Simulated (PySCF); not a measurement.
# [Eu(SH)2]+: other functionals and bases at one geometry

The task here is to estimate one member of a computed series from the others.

Method: several levels, as the steps say, no spin–orbit coupling; program: PySCF 2.14.0.

2 further runs of the same task are left out: 1 for a known fault of the program, 1 that didn't finish.

**Starting geometry**

5 atoms, charge 1, spin multiplicity 1.

Bond lengths: Eu1–S2 2.513 Å, Eu1–S4 2.513 Å, S2–H3 1.356 Å, S4–H5 1.356 Å. Angles: S2–Eu1–S4 110.3°, Eu1–S2–H3 98.5°, Eu1–S4–H5 98.5°.

Geometry (Å):

```
Eu   -1.18673    0.94074   -0.26306
S    -0.07829    0.61759    1.96934
H     0.85994   -0.28807    1.59825
S    -0.07829   -0.49347   -2.00405
H     0.85994   -1.07530   -1.21701
```

Formal oxidation states: Eu +3. Each metal's 6 4f electrons lie in its core potential, so multiplicities, spins and levels count the valence alone. An earlier session relaxed this geometry at PBE0, Eu lcecp-1-SVP with ECP52, S def2-SVP, H def2-SVP (singlet, point group C2v).

At PBE0 on the finer grid: E = -832.203637 Eh, HOMO -12.15 eV, LUMO -7.38 eV, Mulliken charge on Eu1 +1.13 e, largest force component 0.003 eV/Å. 

Levels to run: M06-L; TPSS; B3LYP; revPBE; PBE0, TZVP. Hardware: 2 threads of Arm Neoverse V1, shared host.

The first run:

The input, run.py (the lines that set the calculation):

```python
mol = gto.M(atom='''
Eu    -1.18673     0.94074    -0.26306
S     -0.07829     0.61759     1.96934
H      0.85994    -0.28807     1.59825
S     -0.07829    -0.49347    -2.00405
H      0.85994    -1.07530    -1.21701''',
    basis={'Eu': 'lcecp-1-SVP', 'S': 'def2-SVP', 'H': 'def2-SVP'},
    ecp={'Eu': 'lcecp-1-SVP'},
    charge=1, spin=0)
mf = dft.RKS(mol, xc='M06L')
mf.grids.atom_grid = (75, 302)  # f atoms: unpruned, at least (60, 302)
mf = mf.density_fit()  # fitting sets: Eu AutoAux, S def2-universal-JKFIT, H def2-universal-JKFIT
mf.conv_tol = 1e-08; mf.max_cycle = 55
mf.kernel(dm0)  # dm0: the density of the relaxed state
```

Run with:

```bash
OMP_NUM_THREADS=2 python run.py
```

Among the steps run: M06-L; TPSS; B3LYP; revPBE; PBE0, TZVP.

One table of the session follows, with a row left open; its other results are not shown here.

| level | HOMO (eV) | gap (eV) | charge on Eu1 (e) | dipole (D) | largest force component (eV/Å) |
| --- | --- | --- | --- | --- | --- |
| PBE0 (relaxed here) | -12.15 | 4.77 | 1.13 | 3.81 | 0.00 |
| M06-L | -11.17 | 3.89 | 1.28 | 4.00 | 0.18 |
| TPSS | ? | ? | ? | ? | ? |
| B3LYP | -11.87 | 4.20 | 1.07 | 3.71 | 0.24 |
| revPBE | -11.02 | 3.03 | 1.04 | 3.33 | 0.36 |
| PBE0, TZVP | -12.06 | 4.77 | 1.43 | 4.10 | 0.16 |

Q: Estimate the row for TPSS from the others.

The run gave: HOMO (eV): -11.14; gap (eV): 3.24; charge on Eu1 (e): 1.12; dipole (D): 3.61; largest force component (eV/Å): 0.28. In the column «HOMO (eV)» it lies between M06-L (-11.17) and revPBE (-11.02).

The dipole of a charged species depends on the origin, so these sizes hold for this origin alone.

In one basis the HOMO–LUMO gap runs from 3.03 eV (revPBE) to 4.77 eV (PBE0). The largest leftover force, 0.36 eV/Å with revPBE, stands at a geometry relaxed at another level. With 4f in the core, its levels are missing from HOMO and gap, and its count is fixed, so no charge can pass from the ligands into it. Total energies of different levels can't be compared.
